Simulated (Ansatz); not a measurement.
# Ta3AsAu2O13 in Ansatz: the effect of Hubbard term

Ta3AsAu2O13:

```xyz
19
Lattice="5.4520 0.0000 0.0000 -2.7260 4.7216 0.0000 0.0000 0.0000 9.5790" Properties=species:S:1:pos:R:3 pbc="T T T"
Ta    0.0000    0.0000    1.8591
Ta    0.0000    0.0000    7.7199
Ta    2.7260    1.5739    0.0000
As    0.0000    0.0000    4.7895
Au    0.0000    3.1478    2.6273
Au    0.0000    3.1478    6.9517
O     0.0000    0.0000    0.0000
O    -1.3422    4.5861    3.4870
O    -0.5745    1.2662    3.4870
O     1.9167    3.5909    3.4870
O    -1.3422    4.5861    6.0921
O    -0.5745    1.2662    6.0921
O     1.9167    3.5909    6.0921
O     1.1852    1.5782    8.2230
O     3.4927    0.2373    8.2230
O     3.5002    2.9061    8.2230
O     1.1852    1.5782    1.3560
O     3.4927    0.2373    1.3560
O     3.5002    2.9061    1.3560
```

The cell was built by a generator and needn't be a form met in nature.

Alike in all runs:

- Program: Ansatz 0.2.0
- Task: projected density of states
- Functional: PBE
- Potentials or basis: Ansatz PAW
- Cutoff: 420 eV (not typed: the program's choice for these potentials)
- k mesh: 6 × 6 × 3
- Occupations: fermi-dirac, width 0.05 eV
- Spin: no spin polarisation
- Hubbard projectors: ortho-atomic (the default)
- Double counting: fll (the default)

| Hubbard term | pressure (GPa) | largest force (eV/Å) |
| --- | --- | --- |
| Au d U = 2 eV, Ta d U = 2 eV | 0.9 | 0.36 |
| Au d U = 4 eV, Ta d U = 4 eV | 2.2 | 0.56 |
| Au d U = 6 eV, Ta d U = 6 eV | 3.7 | 0.81 |
| Au d U = 8 eV, Ta d U = 8 eV | ? | ? |

Problem. What does the run with Hubbard term Au d U = 8 eV, Ta d U = 8 eV give?

Solution. Pressure 5.4 GPa; largest force 1.13 eV/Å.

Worked out: A straight line through the other rows of the pressure, of slope 0.7 GPa per eV, extrapolates to 5.1 GPa, against the run's 5.4. A straight line through the other rows of the largest force, of slope 0.112 eV/Å per eV, extrapolates to 1.03 eV/Å, against the run's 1.13.

Caveats: U without spin polarisation on a metal has little footing; forces of over 1 eV/Å show positions far from the minimum, so gaps and moduli don't describe the material at rest (some runs).
